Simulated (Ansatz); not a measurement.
# Alloy of GaAs and InAs (28 of 32 Ga sites exchanged), 64 atoms

Wanted: the relaxed alloy cell and its gap (PBEsol and HSE06 with spin–orbit coupling).

Method: density functional theory in Ansatz 0.2.0, PAW datasets, plane waves.

### Step 1. The starting cell

64 atoms (28 In, 4 Ga, 32 As); a = 12.072 Å, b = 12.072 Å, c = 12.072 Å, α = 90.00°, β = 90.00°, γ = 90.00°. All atoms were shaken off their sites by about 0.02 Å along each axis.

Plan of the steps: (2) PBEsol cell relaxation at the single k point (¼, ¼, ¼), on 1 × NVIDIA GB300 with 8 threads of Arm Neoverse-V2; (3) HSE06 with spin–orbit coupling single point at the Γ point alone, on 1 × NVIDIA GB300 with 8 threads of Arm Neoverse-V2.

### Step 2. Relaxing cell and atoms with PBEsol

File in.yaml:

```yaml
crystal:
  lattice:
    - [12.072114, 0.000000, 0.000000]
    - [0.000000, 12.072114, 0.000000]
    - [0.000000, 0.000000, 12.072114]
  atoms:
    - { symbol: In, position: [0.998527, 0.998746, 0.996516] }
    - { symbol: In, position: [0.001397, 0.999512, 0.502845] }
    - { symbol: In, position: [0.002253, 0.498340, 0.495259] }
    - { symbol: In, position: [0.502430, 0.002488, 0.998210] }
    - { symbol: In, position: [0.500463, 0.003043, 0.502456] }
    - { symbol: In, position: [0.498586, 0.501164, 0.999469] }
    - { symbol: In, position: [0.250092, 0.248838, 0.003344] }
    - { symbol: In, position: [0.248372, 0.250900, 0.500024] }
    - { symbol: In, position: [0.250771, 0.752316, 0.999359] }
    - { symbol: In, position: [0.248056, 0.748616, 0.500866] }
    - { symbol: In, position: [0.748265, 0.248872, 0.003189] }
    - { symbol: In, position: [0.749891, 0.249476, 0.500748] }
    - { symbol: In, position: [0.748824, 0.748709, 0.999400] }
    - { symbol: In, position: [0.253318, 0.998842, 0.252108] }
    - { symbol: In, position: [0.250062, 0.000473, 0.753175] }
    - { symbol: In, position: [0.250829, 0.499363, 0.248674] }
    - { symbol: In, position: [0.247320, 0.500013, 0.751040] }
    - { symbol: In, position: [0.751201, 0.001605, 0.250369] }
    - { symbol: In, position: [0.750052, 0.000435, 0.749893] }
    - { symbol: In, position: [0.748979, 0.498833, 0.251034] }
    - { symbol: In, position: [0.751377, 0.498698, 0.749366] }
    - { symbol: In, position: [0.000504, 0.249727, 0.248971] }
    - { symbol: In, position: [0.000193, 0.251187, 0.751929] }
    - { symbol: In, position: [0.002834, 0.750009, 0.753361] }
    - { symbol: In, position: [0.497391, 0.247810, 0.248562] }
    - { symbol: In, position: [0.497771, 0.246679, 0.748363] }
    - { symbol: In, position: [0.497718, 0.748399, 0.251073] }
    - { symbol: In, position: [0.502819, 0.750348, 0.752035] }
    - { symbol: Ga, position: [0.996833, 0.499295, 0.001506] }
    - { symbol: Ga, position: [0.500639, 0.497808, 0.498999] }
    - { symbol: Ga, position: [0.747348, 0.750858, 0.498954] }
    - { symbol: Ga, position: [0.000457, 0.749631, 0.249032] }
    - { symbol: As, position: [0.126121, 0.122348, 0.123410] }
    - { symbol: As, position: [0.123585, 0.129243, 0.624527] }
    - { symbol: As, position: [0.127417, 0.624352, 0.124170] }
    - { symbol: As, position: [0.125657, 0.625239, 0.625059] }
    - { symbol: As, position: [0.624864, 0.126045, 0.124924] }
    - { symbol: As, position: [0.625681, 0.126041, 0.622479] }
    - { symbol: As, position: [0.624655, 0.625444, 0.124849] }
    - { symbol: As, position: [0.625660, 0.625477, 0.627061] }
    - { symbol: As, position: [0.373460, 0.375773, 0.125976] }
    - { symbol: As, position: [0.372157, 0.373476, 0.624809] }
    - { symbol: As, position: [0.375199, 0.874254, 0.125134] }
    - { symbol: As, position: [0.374041, 0.876601, 0.623890] }
    - { symbol: As, position: [0.876609, 0.373767, 0.126609] }
    - { symbol: As, position: [0.876015, 0.376660, 0.625414] }
    - { symbol: As, position: [0.876350, 0.874414, 0.127093] }
    - { symbol: As, position: [0.871589, 0.872973, 0.627287] }
    - { symbol: As, position: [0.376032, 0.124076, 0.377860] }
    - { symbol: As, position: [0.376014, 0.127647, 0.872880] }
    - { symbol: As, position: [0.376246, 0.625868, 0.376022] }
    - { symbol: As, position: [0.376001, 0.621872, 0.873764] }
    - { symbol: As, position: [0.874360, 0.125045, 0.374720] }
    - { symbol: As, position: [0.874203, 0.122531, 0.874737] }
    - { symbol: As, position: [0.877213, 0.622696, 0.374868] }
    - { symbol: As, position: [0.874441, 0.625970, 0.872786] }
    - { symbol: As, position: [0.122190, 0.373429, 0.374124] }
    - { symbol: As, position: [0.127886, 0.375055, 0.875902] }
    - { symbol: As, position: [0.123740, 0.875448, 0.373260] }
    - { symbol: As, position: [0.125750, 0.875361, 0.874629] }
    - { symbol: As, position: [0.628915, 0.373182, 0.375888] }
    - { symbol: As, position: [0.624601, 0.373010, 0.874237] }
    - { symbol: As, position: [0.626009, 0.876745, 0.377142] }
    - { symbol: As, position: [0.626956, 0.872832, 0.875613] }
  symmetry: { detect: false }
kpoints:
  mp_grid: { grid: [1, 1, 1], shift: [0.25, 0.25, 0.25] }
hamiltonian:
  xc: pbesol
scf:
  occupations: { method: fermi_dirac, width: 0.01 }
relax:
  f_tol: 0.03
  max_steps: 80
  escape_saddle: false
  adjacent_minimum: "off"
  cell: { fix: [shape] }
output:
  forces: true
  eigenvalues: true
  populations: true
```

Further steps of the session: HSE06 with spin–orbit coupling on the final geometry.

What does the calculation give? Wanted: for each run, top filled to lowest empty.

As calculated:

| level | time | k points | top filled to lowest empty (eV) |
| --- | --- | --- | --- |
| PBEsol, relaxation | 9.9 s (GPU) | (¼, ¼, ¼) | 1.08 |
| HSE06 with spin–orbit coupling | 4.6 min (GPU) | Γ | 0.40 |

| quantity | value |
| --- | --- |
| relaxation | 5 recorded steps, 1.40 eV gained |
| largest shift | 0.20 Å (As35) |
| relaxed cell | a = 12.066 Å, b = 12.066 Å, c = 12.066 Å, α = 90.00°, β = 90.00°, γ = 90.00° |
| mean bonds | As–Ga 2.491, As–In 2.631 Å |

**In words.** Relaxation gains 1.40 eV, with shifts up to 0.20 Å (As35), while the volume changes by -0.2 %. The mean lengths of the listed bonds run from As–Ga 2.49 Å to As–In 2.63 Å. The relaxation ran on other k points, so part of any difference from the later rows can come from the mesh. With one k point the spacing samples only the states that fold onto it, so it can exceed the gap over the zone.
